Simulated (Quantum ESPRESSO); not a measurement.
A calculation with Quantum ESPRESSO 7.5 of SbAs4Au (ASE script, structure typed inline):

File run.py:

```python
import numpy as np
from ase.calculators.espresso import Espresso, EspressoProfile
from ase import Atoms

atoms = Atoms(['Sb', 'As', 'As', 'As', 'As', 'Au'],
              cell=[[0.0, 4.11538366, 4.11538366], [4.11538366, 0.0, 4.11538366], [4.11538366, 4.11538366, 0.0]],
              scaled_positions=[[0.0, 0.0, 0.0], [0.87376502, 0.37541166, 0.37541166], [0.37541166, 0.37541166, 0.37541166], [0.37541166, 0.87376502, 0.37541166], [0.37541166, 0.37541166, 0.87376502], [0.75, 0.75, 0.75]],
              pbc=True)

input_data = {
    'control': {'calculation': 'scf', 'prefix': 'pwscf', 'outdir': './tmp', 'tprnfor': True, 'tstress': True, 'disk_io': 'nowf'},
    'system': {'ecutwfc': 60.0, 'ecutrho': 440.0, 'nbnd': 37, 'occupations': 'smearing', 'smearing': 'fd', 'degauss': 0.00367493},
    'electrons': {'conv_thr': 1.2e-09, 'electron_maxstep': 120, 'mixing_beta': 0.5},
}
pseudopotentials = {'Au': 'Au_ONCV_PBE-1.0.oncvpsp.upf', 'As': 'As.pbe-n-rrkjus_psl.0.2.UPF', 'Sb': 'sb_pbe_v1.4.uspp.F.UPF'}
profile = EspressoProfile(command='pw.x', pseudo_dir='pseudo')
dft = Espresso(profile=profile, input_data=input_data, pseudopotentials=pseudopotentials, kpts=(6, 6, 6), koffset=(0, 0, 0))
atoms.calc = dft

print(f'energy {atoms.get_potential_energy():.8f} eV')
print('forces (eV/A)')
print(np.round(atoms.get_forces(), 6))
print('stress (eV/A^3, Voigt)')
print(np.round(atoms.get_stress(), 8))
print(f'Fermi level {dft.get_fermi_level():.4f} eV')
```

Potentials or basis: SSSP 1.3 efficiency PBE.

Run with:

```sh
$ OMP_NUM_THREADS=1 python run.py
```

The cell was built by a generator and needn't be a form met in nature.

Problem. Write the same calculation in another form: native input, structure typed inline.

Solution. As run:

File pw.in:

```
&CONTROL
  calculation = 'scf'
  prefix = 'pwscf'
  outdir = './tmp'
  pseudo_dir = './pseudo'
  tprnfor = .true.
  tstress = .true.
  disk_io = 'nowf'
/
&SYSTEM
  ibrav = 0
  nat = 6
  ntyp = 3
  ecutwfc = 60
  ecutrho = 440
  nbnd = 37
  occupations = 'smearing'
  smearing = 'fd'
  degauss = 0.00367493
/
&ELECTRONS
  conv_thr = 1.2d-09
  electron_maxstep = 120
  mixing_beta = 0.5
/
ATOMIC_SPECIES
Sb   121.7600 sb_pbe_v1.4.uspp.F.UPF
As    74.9216 As.pbe-n-rrkjus_psl.0.2.UPF
Au   196.9666 Au_ONCV_PBE-1.0.oncvpsp.upf
CELL_PARAMETERS angstrom
   0.0000000000    4.1153836600    4.1153836600
   4.1153836600    0.0000000000    4.1153836600
   4.1153836600    4.1153836600    0.0000000000
ATOMIC_POSITIONS crystal
Sb     0.0000000000    0.0000000000    0.0000000000
As     0.8737650200    0.3754116600    0.3754116600
As     0.3754116600    0.3754116600    0.3754116600
As     0.3754116600    0.8737650200    0.3754116600
As     0.3754116600    0.3754116600    0.8737650200
Au     0.7500000000    0.7500000000    0.7500000000
K_POINTS automatic
6 6 6 0 0 0
```

Potentials or basis: SSSP 1.3 efficiency PBE.

Command:

```bash
$ OMP_NUM_THREADS=1 pw.x -in pw.in > pw.out
```

Both were run:

|  | ASE script, structure typed inline | native input, structure typed inline |
| --- | --- | --- |
| Pressure | -5.2 GPa | -5.2 GPa |
| Largest force | 0.102 eV/Å | 0.102 eV/Å |
| Band gap on the k mesh | none (metal or under the smearing width) | none (metal or under the smearing width) |

Keys that steer only the numerical path or the files written may differ.
